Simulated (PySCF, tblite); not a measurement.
# C15H11N: electronic excitations, NMR shifts

What do calculations give for the electronic excitations, NMR shifts of C15H11N (`Cn1cc2ccc3cccc4ccc1c2c34`)?

Computed with tblite 0.8.0 and PySCF 2.14.0 and routines of our own; the level stands in each step. Atoms count from 0.

## 1. The starting structure

27 atoms, charge 0, multiplicity 1; geometry from: force field, distance geometry or constructed start.

## 2. Geometry optimisation with GFN2-xTB

What the job is given:

```
{"job": {"kind": "relax", "xc": "GFN2-xTB", "basis": "xTB"}, "charge": 0, "multiplicity": 1}
C     -3.861900     0.137000    -0.194400
N     -2.474200     0.457000     0.002500
C     -1.992000     1.673300     0.483300
C     -0.629600     1.591900     0.530200
C      0.297000     2.542100     0.944900
C      1.628200     2.029600     0.836500
C      1.991900     0.694300     0.373200
C      3.303300     0.198500     0.280100
C      3.548400    -1.116700    -0.181800
C      2.491500    -1.972600    -0.556900
C      1.161300    -1.535600    -0.485600
C     -0.001600    -2.275900    -0.825000
C     -1.311700    -1.733100    -0.706300
C     -1.423000    -0.417000    -0.243400
C     -0.297600     0.302500     0.089500
C      0.985200    -0.224900    -0.013400
H     -4.480400     1.002200     0.082000
H     -4.017400    -0.106300    -1.249200
H     -4.123100    -0.713300     0.442000
H     -2.677100     2.477900     0.732800
H      0.065500     3.543300     1.290000
H      2.443100     2.698700     1.132000
H      4.145800     0.827900     0.565800
H      4.567500    -1.475300    -0.247700
H      2.722500    -2.972600    -0.907300
H      0.103400    -3.295300    -1.185900
H     -2.176800    -2.321700    -0.980800
```

Started as:

```console
$ OMP_NUM_THREADS=1 python large_run.py task.json out
```

This one command runs all jobs of the session in turn.

Log:

```text
step      E/eV     max force
  0   -1106.38563    4.266
  1   -1106.65969    1.810
  2   -1106.74161    0.829
  3   -1106.79412    0.629
  4   -1106.84198    0.570
  5   -1106.86757    0.313
  6   -1106.88201    0.271
  7   -1106.89013    0.219
  8   -1106.89755    0.181
  9   -1106.90328    0.185
 10   -1106.90747    0.152
 11   -1106.90982    0.103
 12   -1106.91102    0.094
 13   -1106.91166    0.072
 14   -1106.91209    0.059
 15   -1106.91243    0.036
 16   -1106.91268    0.034
 17   -1106.91285    0.024
 18   -1106.91297    0.021
 19   -1106.91306    0.020
```

It took 0.29 s on 1 thread of Arm Neoverse V1, shared host.

The steps of the relaxation:

| step | energy from step 0 (eV) | largest force (eV/Å) |
| --- | --- | --- |
| 0 | 0.0000 | 4.2663 |
| 1 | -0.2741 | 1.8103 |
| 2 | -0.3560 | 0.8284 |
| 3 | -0.4085 | 0.6290 |
| 4 | -0.4563 | 0.5702 |
| 5 | -0.4819 | 0.3133 |
| 6 | -0.4964 | 0.2715 |
| 7 | -0.5045 | 0.2192 |
| 8 | -0.5119 | 0.1810 |
| 9 | -0.5177 | 0.1843 |
| 10 | -0.5218 | 0.1524 |
| 11 | -0.5242 | 0.1029 |
| 12 | -0.5254 | 0.0933 |
| 13 | -0.5260 | 0.0714 |
| 14 | -0.5265 | 0.0591 |
| 15 | -0.5268 | 0.0357 |
| 16 | -0.5270 | 0.0338 |
| 17 | -0.5272 | 0.0239 |
| 18 | -0.5273 | 0.0203 |
| 19 | -0.5274 | 0.0197 |

Distances of close pairs at the start and the end, largest changes first:

| bond | before (Å) | after (Å) | change (Å) |
| --- | --- | --- | --- |
| C4–C5 | 1.431 | 1.361 | -0.069 |
| C11–C12 | 1.423 | 1.373 | -0.050 |
| C3–C4 | 1.390 | 1.425 | +0.034 |
| C8–C9 | 1.411 | 1.383 | -0.028 |
| N1–C2 | 1.394 | 1.370 | -0.024 |
| C7–C8 | 1.415 | 1.392 | -0.023 |
| C5–C6 | 1.459 | 1.438 | -0.022 |
| C2–C3 | 1.366 | 1.385 | +0.019 |

The end geometry stands in the next job.

## 3. Electronic excitations: TDDFT PBE0/def2-SVP

What the job is given:

```
{"job": {"kind": "uv", "basis": "def2-SVP", "grid": 1, "kgrid": 0, "vcut": 1.5, "nstates": 6, "ntriplets": 2, "tda": false, "delta": ["ip_vertical"], "pop": true, "xc": "PBE0"}, "charge": 0, "multiplicity": 1}
C     -3.894176     0.113234    -0.203892
N     -2.510606     0.438003    -0.000334
C     -2.051603     1.641757     0.465469
C     -0.669470     1.621470     0.544982
C      0.404778     2.477292     0.923746
C      1.684659     2.021388     0.839265
C      2.037374     0.704372     0.383639
C      3.326408     0.192422     0.280062
C      3.524610    -1.106606    -0.178966
C      2.480985    -1.936989    -0.545964
C      1.159224    -1.480065    -0.463937
C     -0.011866    -2.220485    -0.805560
C     -1.284020    -1.715124    -0.703300
C     -1.450033    -0.397330    -0.236667
C     -0.307745     0.327372     0.098231
C      0.984328    -0.158388     0.003920
H     -4.510772     0.968986     0.066001
H     -4.081150    -0.138354    -1.250747
H     -4.185321    -0.738817     0.415367
H     -2.746493     2.423985     0.705855
H      0.202361     3.479495     1.274798
H      2.498510     2.672912     1.127171
H      4.176657     0.800127     0.554751
H      4.536772    -1.480472    -0.250481
H      2.686271    -2.938639    -0.896354
H      0.122691    -3.232552    -1.162908
H     -2.134312    -2.323143    -0.976848
```

Method: TDDFT PBE0/def2-SVP, vertical, gas phase, core orbitals frozen in the response, virtual orbitals cut by energy.

Log:

```text
start: PBE on a coarse grid of 22908 points
cycle   1  E = -631.4725262072  dE =  2.736e+00  |g| = 6.970e-01  |ddm| = 7.615e+00
cycle   2  E = -631.0938581888  dE =  3.787e-01  |g| = 1.332e+00  |ddm| = 2.886e+00
cycle   3  E = -631.5447086418  dE = -4.509e-01  |g| = 4.930e-01  |ddm| = 2.397e+00
cycle   4  E = -631.6178691326  dE = -7.316e-02  |g| = 1.284e-01  |ddm| = 8.003e-01
cycle   5  E = -631.6204060645  dE = -2.537e-03  |g| = 1.006e-01  |ddm| = 3.196e-01
cycle   6  E = -631.6233505538  dE = -2.944e-03  |g| = 1.792e-02  |ddm| = 1.428e-01
cycle   7  E = -631.6234121731  dE = -6.162e-05  |g| = 1.072e-02  |ddm| = 3.739e-02
cycle   8  E = -631.6234457936  dE = -3.362e-05  |g| = 2.473e-03  |ddm| = 1.704e-02
final grid: 100823 points
cycle   9  E = -631.8088287548  dE = -7.198e-03  |g| = 3.832e-02  |ddm| = 1.449e+00
cycle  10  E = -631.8089161384  dE = -8.738e-05  |g| = 3.509e-02  |ddm| = 1.095e-01
cycle  11  E = -631.8092360312  dE = -3.199e-04  |g| = 1.190e-02  |ddm| = 6.133e-02
cycle  12  E = -631.8092723979  dE = -3.637e-05  |g| = 2.666e-03  |ddm| = 1.819e-02
cycle  13  E = -631.8092771550  dE = -4.757e-06  |g| = 1.030e-03  |ddm| = 5.272e-03
cycle  14  E = -631.8092765696  dE =  5.855e-07  |g| = 4.556e-04  |ddm| = 1.928e-03
cycle  15  E = -631.8092774043  dE = -8.348e-07  |g| = 1.400e-04  |ddm| = 8.270e-04
cycle  16  E = -631.8092773230  dE =  8.133e-08  |g| = 3.759e-05  |ddm| = 2.887e-04
converged SCF energy = -631.8092773230
Vertical ionisation energy (delta-SCF) = 6.6525 eV   <S^2> = 0.778

Static polarisability (au): isotropic 172.324, principal 70.753 186.550 259.670

Singlet excitations
state   eV       nm        f      main configurations
  1   3.6618    338.6   0.28652   H->L 0.93
  2   4.0861    303.4   0.01600   H-1->L 0.58, H->L+1 0.32, H->L+2 0.09
  3   4.2993    288.4   0.01748   H->L+1 0.55, H->L+2 0.32, H-1->L 0.10
  4   4.8446    255.9   0.09599   H-2->L 0.48, H->L+2 0.31, H-1->L 0.12
  5   5.1026    243.0   0.21608   H-2->L 0.48, H->L+2 0.23, H-1->L 0.13
  6   5.3683    231.0   0.00639   H-3->L 0.36, H->L+3 0.36, H-1->L+1 0.20

Triplet excitations (Tamm-Dancoff, eV): 2.2687 3.5257
```

Wall time 52 s (1 thread of Arm Neoverse V1, shared host); peak memory 0.58 GiB.

The orbitals next to the gap, with their largest atomic shares:

| orbital | eV | atoms |
| --- | --- | --- |
| HOMO−4 | -8.52 | C8 21 %, N1 15 %, C7 12 % |
| HOMO−3 | -7.51 | C6 16 %, C3 15 %, C9 13 % |
| HOMO−2 | -7.12 | C15 22 %, C4 16 %, C14 16 % |
| HOMO−1 | -6.27 | C8 16 %, N1 13 %, C10 12 % |
| HOMO | -5.19 | C2 19 %, C9 12 %, C11 11 % |
| LUMO | -1.18 | C2 15 %, C9 14 %, C7 12 % |
| LUMO+1 | 0.13 | C15 26 %, C12 13 %, C8 11 % |
| LUMO+2 | 0.27 | C11 15 %, C14 14 %, C5 14 % |
| LUMO+3 | 1.21 | C2 16 %, C6 14 %, C3 11 % |

With each of the 6 states as a Gaussian band of 0.4 eV half-width at 1/e, the curve within the window shown has maxima at 338 nm (ε 12,000), 246 nm (ε 12,000) L/(mol cm). Beyond the last state computed it falls off for lack of states. The curve at chosen wavelengths:

(nm, ε (L/mol/cm)): (219, 1387), (226, 3900), (234, 8070), (241, 10993), (249, 11604), (256, 9899), (264, 6961), (271, 4729), (279, 3203), (286, 2811), (293, 3199), (301, 4471), (308, 6146), (316, 8350), (323, 10122), (331, 11492), (338, 11877), (345, 11474), (353, 10238), (360, 8743), (368, 6883), (375, 5336), (383, 3813), (390, 2744), (398, 1820), (405, 1238)

Further results of this job:

| property | computed |
| --- | --- |
| dipole moment (D) | 3.45 |
| polarisability (Å³) | 25.54 |
| HOMO–LUMO gap (eV) | 4.00 |
| −ε(HOMO) (eV) | 5.19 |

## 4. NMR shifts: GIAO KT3/pcSseg-1

The job, as its differences from that of step 3:

```diff
@@ -1,2 +1,2 @@
-{"job": {"kind": "uv", "basis": "def2-SVP", "grid": 1, "kgrid": 0, "vcut": 1.5, "nstates": 6, "ntriplets": 2, "tda": false, "delta": ["ip_vertical"], "pop": true, "xc": "PBE0"}, "charge": 0, "multiplicity": 1}
+{"job": {"kind": "nmr", "xc": "KT3", "basis": "pcSseg-1", "pop": false}, "charge": 0, "multiplicity": 1}
 C     -3.894176     0.113234    -0.203892
```

Method: GIAO KT3/pcSseg-1 NMR shielding, non-relativistic, gas phase.

Log:

```text
start: PBE on a coarse grid of 22908 points
cycle   1  E = -631.8359768192  dE =  2.877e+00  |g| = 7.413e-01  |ddm| = 6.124e+00
cycle   2  E = -631.4355461221  dE =  4.004e-01  |g| = 1.392e+00  |ddm| = 2.946e+00
cycle   3  E = -631.9111262857  dE = -4.756e-01  |g| = 5.252e-01  |ddm| = 2.410e+00
cycle   4  E = -631.9921388010  dE = -8.101e-02  |g| = 1.301e-01  |ddm| = 7.753e-01
cycle   5  E = -631.9946281984  dE = -2.489e-03  |g| = 1.023e-01  |ddm| = 2.911e-01
cycle   6  E = -631.9976005147  dE = -2.972e-03  |g| = 1.877e-02  |ddm| = 1.321e-01
cycle   7  E = -631.9976595375  dE = -5.902e-05  |g| = 1.166e-02  |ddm| = 3.496e-02
cycle   8  E = -631.9976989281  dE = -3.939e-05  |g| = 2.556e-03  |ddm| = 1.614e-02
final grid: 214270 points
cycle   9  E = -643.3521423391  dE = -3.700e-02  |g| = 5.388e-02  |ddm| = 1.357e+00
cycle  10  E = -643.3488522096  dE =  3.290e-03  |g| = 1.271e-01  |ddm| = 1.745e-01
cycle  11  E = -643.3526201628  dE = -3.768e-03  |g| = 2.368e-02  |ddm| = 1.469e-01
cycle  12  E = -643.3527653332  dE = -1.452e-04  |g| = 1.167e-02  |ddm| = 4.498e-02
cycle  13  E = -643.3528067736  dE = -4.144e-05  |g| = 4.356e-03  |ddm| = 1.830e-02
cycle  14  E = -643.3528103940  dE = -3.620e-06  |g| = 9.446e-04  |ddm| = 6.814e-03
cycle  15  E = -643.3528133311  dE = -2.937e-06  |g| = 4.408e-04  |ddm| = 1.706e-03
cycle  16  E = -643.3528128243  dE =  5.068e-07  |g| = 1.664e-04  |ddm| = 7.370e-04
cycle  17  E = -643.3528124523  dE =  3.720e-07  |g| = 3.868e-05  |ddm| = 3.215e-04
converged SCF energy = -643.3528124523

GIAO shielding tensors (ppm)
atom      isotropic    diamagn.    paramagn.     s11        s22        s33       span
  0 C      148.668     239.687     -91.019    129.988    130.198    185.819     55.831
  1 N      107.285     342.000    -234.715     31.579    118.183    172.094    140.515
  2 C       73.650     253.428    -179.778     27.378     79.445    114.127     86.748
  3 C       73.542     252.262    -178.721     12.314     37.490    170.820    158.507
  4 C       71.319     251.783    -180.464    -12.999     61.759    165.198    178.196
  5 C       66.538     249.429    -182.891    -17.445     65.018    152.041    169.486
  6 C       62.717     252.362    -189.645    -13.628     17.491    184.288    197.915
  7 C       69.919     245.760    -175.841    -13.622     58.916    164.463    178.086
  8 C       66.854     252.967    -186.113    -30.681     58.768    172.474    203.155
  9 C       68.990     245.848    -176.858    -15.375     58.580    163.766    179.141
 10 C       64.378     253.096    -188.718     -5.774     10.520    188.390    194.164
 11 C       70.133     251.035    -180.902    -11.641     66.041    155.999    167.639
 12 C       80.941     254.962    -174.022      1.639     69.888    171.294    169.654
 13 C       63.756     260.355    -196.599      8.964     36.153    146.151    137.188
 14 C       66.669     257.593    -190.924      9.296     19.843    170.868    161.572
 15 C       69.773     243.788    -174.015      6.214      6.762    196.345    190.131
 16 H       27.568      25.951       1.617     21.109     27.686     33.909     12.800
 17 H       27.283      26.923       0.359     21.561     25.728     34.559     12.998
 18 H       27.284      26.924       0.360     21.570     25.715     34.568     12.998
 19 H       24.504      33.779      -9.275     18.487     26.975     28.049      9.562
 20 H       24.019      31.703      -7.684     18.333     26.261     27.463      9.130
 21 H       24.129      32.249      -8.120     18.436     25.892     28.058      9.621
 22 H       23.856      32.270      -8.414     18.103     25.559     27.907      9.804
 23 H       23.870      28.109      -4.239     18.375     26.209     27.028      8.653
 24 H       23.720      32.410      -8.690     17.778     25.465     27.915     10.137
 25 H       23.890      32.968      -9.077     17.501     26.028     28.143     10.643
 26 H       24.107      31.910      -7.803     17.576     26.386     28.358     10.781
```

Wall time 28 s (1 thread of Arm Neoverse V1, shared host); peak memory 0.62 GiB.

The references, computed at this level on geometries of the same kind, shield at (ppm): 1H TMS 31.76, 13C TMS 184.7, 15N NH3 264.4. Their shielding less the atom's gives the shift. The references are single molecules in the gas phase, so shifts against H2O, NH3, PH3, H3PO4 or CFCl3 are not on the usual liquid scales and can be off by tens of ppm. Atoms listed in one row are averaged.

| atoms | environment | σ (ppm) | δ (ppm) |
| --- | --- | --- | --- |
| C6 | ring-fusion aromatic carbon | 62.7 | 122.0 |
| C13 | ring-fusion aromatic carbon | 63.8 | 121.0 |
| C10 | ring-fusion aromatic carbon | 64.4 | 120.3 |
| C5 | aromatic CH | 66.5 | 118.2 |
| C14 | ring-fusion aromatic carbon | 66.7 | 118.1 |
| C8 | aromatic CH | 66.9 | 117.9 |
| C9 | aromatic CH | 69.0 | 115.7 |
| C15 | ring-fusion aromatic carbon | 69.8 | 114.9 |
| C7 | aromatic CH | 69.9 | 114.8 |
| C11 | aromatic CH | 70.1 | 114.6 |
| C4 | aromatic CH | 71.3 | 113.4 |
| C3 | ring-fusion aromatic carbon | 73.5 | 111.2 |
| C2 | aromatic CH next to a ring nitrogen | 73.7 | 111.1 |
| C12 | aromatic CH | 80.9 | 103.8 |
| C0 | methyl carbon bonded to N | 148.7 | 36.1 |
| H24 | hydrogen on an aromatic CH | 23.72 | 8.04 |
| H22 | hydrogen on an aromatic CH | 23.86 | 7.90 |
| H23 | hydrogen on an aromatic CH | 23.87 | 7.89 |
| H25 | hydrogen on an aromatic CH | 23.89 | 7.87 |
| H20 | hydrogen on an aromatic CH | 24.02 | 7.74 |
| H26 | hydrogen on an aromatic CH | 24.11 | 7.65 |
| H21 | hydrogen on an aromatic CH | 24.13 | 7.63 |
| H19 | hydrogen on an aromatic CH next to a ring nitrogen | 24.50 | 7.26 |
| H16, H17, H18 | hydrogen on a methyl carbon bonded to N | 27.38 | 4.38 |
| N1 | pyrrole-type ring nitrogen | 107.3 | 157.1 |

Ring of atoms N1, C2, C3, C13, C14: NICS(0) -16.8, NICS(1) -14.3, NICS(1)zz -36.9 ppm (means of both faces).

Ring of atoms C3, C4, C5, C6, C14, C15: NICS(0) -3.0, NICS(1) -6.3, NICS(1)zz -11.8 ppm (means of both faces).

Ring of atoms C6, C7, C8, C9, C10, C15: NICS(0) -11.0, NICS(1) -13.1, NICS(1)zz -33.1 ppm (means of both faces).

## 5. Outcome

```
                                                             quantity                                                                                                          value
                                       lowest singlet (PBE0/def2-SVP)                                                                                    3.66 eV (339 nm), f = 0.287
                                                       lowest triplet                                                                                                        2.27 eV
                                    vertical ionisation energy (ΔSCF)                                                                                                        6.65 eV
                                13C shifts against TMS (KT3/pcSseg-1)  122.0, 121.0, 120.3, 118.2, 118.1, 117.9, 115.7, 114.9, 114.8, 114.6, 113.4, 111.2, 111.1, 103.8 ppm and more
1H shifts against TMS (KT3/pcSseg-1, means over atoms taken as alike)                                                       8.04, 7.90, 7.89, 7.87, 7.74, 7.65, 7.63, 7.26, 4.38 ppm
                                15N shifts against NH3 (KT3/pcSseg-1)                                                                                                      157.1 ppm
```

What this shows: The first singlet state (HOMO→LUMO 0.93) lies at 3.66 eV and is bright. The lowest triplet lies 1.39 eV below the lowest singlet (triplets in Tamm-Dancoff, singlets in full TDDFT). ΔSCF puts the ionisation energy at 6.65 eV, 1.47 eV above −ε(HOMO). NICS(1)zz of -37 ppm above the planar ring from N1 marks a diatropic (aromatic) ring current. NICS(1)zz of -33 ppm above the planar ring from C6 marks a diatropic (aromatic) ring current.
